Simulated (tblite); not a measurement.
# BH6NO2Si: the cost of one run

Computed with tblite 0.8.0 and PySCF 2.14.0; each step states its level. No surroundings beyond the atoms listed, unless a continuum is named. Atoms count from 0, parts from 1.

## (1) Starting point

11 atoms, charge 0, multiplicity 1; geometry: distance geometry start.

## (2) Geometry optimisation with GFN2-xTB

What the job is given:

```
{"job": {"kind": "relax", "xc": "GFN2-xTB", "basis": "xTB"}, "charge": 0, "multiplicity": 1}
O      0.777585    -2.240508    -0.161381
B      0.664450    -0.827609     0.401339
O      1.171699    -0.624024     1.796733
N     -0.614050    -0.055917     0.020717
Si    -0.604819     0.766182    -1.603203
H      0.863680    -2.454919    -1.096840
H      1.950315    -1.025735     2.172842
H     -1.502355    -0.471790     0.286594
H     -1.334671    -0.017850    -2.528330
H     -1.193332     2.052124    -1.501838
H      0.757144     0.901552    -2.041983
```

Method: GFN2-xTB geometry optimisation, gas phase.

Command:

```sh
OMP_NUM_THREADS=1 python cluster_run.py task.json out
```

One launch serves the whole session: the jobs run in the order shown.

**Question.** How long does this first job take on 1 thread of AMD EPYC 7R43, shared host?

About 1.4 s.
